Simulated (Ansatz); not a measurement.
This script drives Ansatz 0.2.0 through its Python package.

`scan_c2h4clge.py`
```python
"""Stretching a bond of C2H4ClGe, the rest held rigid."""

import ansatz as az
import numpy as np

geometry_ang = [
    ("C", (-0.2434, 1.1155, -0.3975)),
    ("C", (0.6693, 0.2398, -0.3676)),
    ("Ge", (0.3031, -1.503, 0.3496)),
    ("Cl", (-0.1953, -1.3065, 2.4304)),
    ("H", (-0.0879, 2.1354, -0.8415)),
    ("H", (-1.2858, 0.9557, -0.0337)),
    ("H", (1.6887, 0.4787, -0.7434)),
    ("H", (-0.7564, -2.1727, -0.452)),
]
geometry = az.Crystal.molecule()
for symbol, xyz in geometry_ang:
    geometry = geometry.atom(symbol, xyz)

symbols = [site.symbol for site in geometry.cartesian_sites]
start = np.array([site.position_ang for site in geometry.cartesian_sites])
axis = (start[3] - start[2]) / np.linalg.norm(start[3] - start[2])
moving = [3]
lengths, energies = [1.891, 1.977, 2.063, 2.149, 2.235, 2.321, 2.407, 2.535], []
for length in lengths:
    xyz = start.copy()
    xyz[moving] += (length - np.linalg.norm(start[3] - start[2])) * axis
    point = az.Crystal.molecule()
    for symbol, place in zip(symbols, xyz):
        point = point.atom(symbol, place.tolist())
    calc = (
        point.calculation()
        .basis(gaussian="def2-SVP")
        .functional("r2scan", dispersion="d3bj")
        .spin("collinear", total=1)
    )
    report = calc.run(threads=1, pin="off").report
    energies.append(report["free_energy_ev"])
    print(f"r = {length:6.3f} A  E = {energies[-1]:.5f} eV  <S^2> = {abs(report['mean_field']['state']['spin_squared']):.3f}")

# quartic fit about the minimum
fit = np.polynomial.Polynomial.fit(lengths, np.array(energies) - min(energies), 4).convert()
roots = [r.real for r in fit.deriv().roots() if abs(r.imag) < 1e-9 and fit.deriv(2)(r.real) > 0]
r_e = min(roots, key=lambda r: abs(r - lengths[int(np.argmin(energies))]))
print(f"minimum of the fit at {r_e:.4f} A, force constant {fit.deriv(2)(r_e):.2f} eV/A^2")
```

It is started by `python scan_c2h4clge.py`. How long does it take on 1 thread of Arm Neoverse V1 (shared host), and how much memory does it need?

It took about 99 s, with a peak of 0.28 GiB, for 8 runs of the engine.

`python scan_c2h4clge.py` gives:
```text
DeckWarning: the engine holds no damping parameters fitted to this dispersion correction and functional, so the run takes those fitted to r2scan beside the three-body term, which d3bj leaves out (hamiltonian.dispersion, under Limitations)
r =  1.891 A  E = -71163.28111 eV  <S^2> = 0.752
r =  1.977 A  E = -71163.83253 eV  <S^2> = 0.752
r =  2.063 A  E = -71164.12374 eV  <S^2> = 0.752
r =  2.149 A  E = -71164.23312 eV  <S^2> = 0.752
r =  2.235 A  E = -71164.21689 eV  <S^2> = 0.752
r =  2.321 A  E = -71164.11543 eV  <S^2> = 0.752
r =  2.407 A  E = -71163.95804 eV  <S^2> = 0.752
r =  2.535 A  E = -71163.66395 eV  <S^2> = 0.753
minimum of the fit at 2.1759 A, force constant 15.03 eV/A^2
```
(Warnings from the package without file and line.)

What to keep in mind:
- Total energies depend on the basis set; only differences at equal settings carry meaning.
- The rest of the molecule is held rigid at a force-field or estimated start geometry, and the basis set is modest; single-reference methods fail as a bond breaks.
- The run takes the species as open-shell (spin multiplicity 2), which needn't be its ground state.
- A dispersion term here runs with damping parameters fitted for another variant or functional.
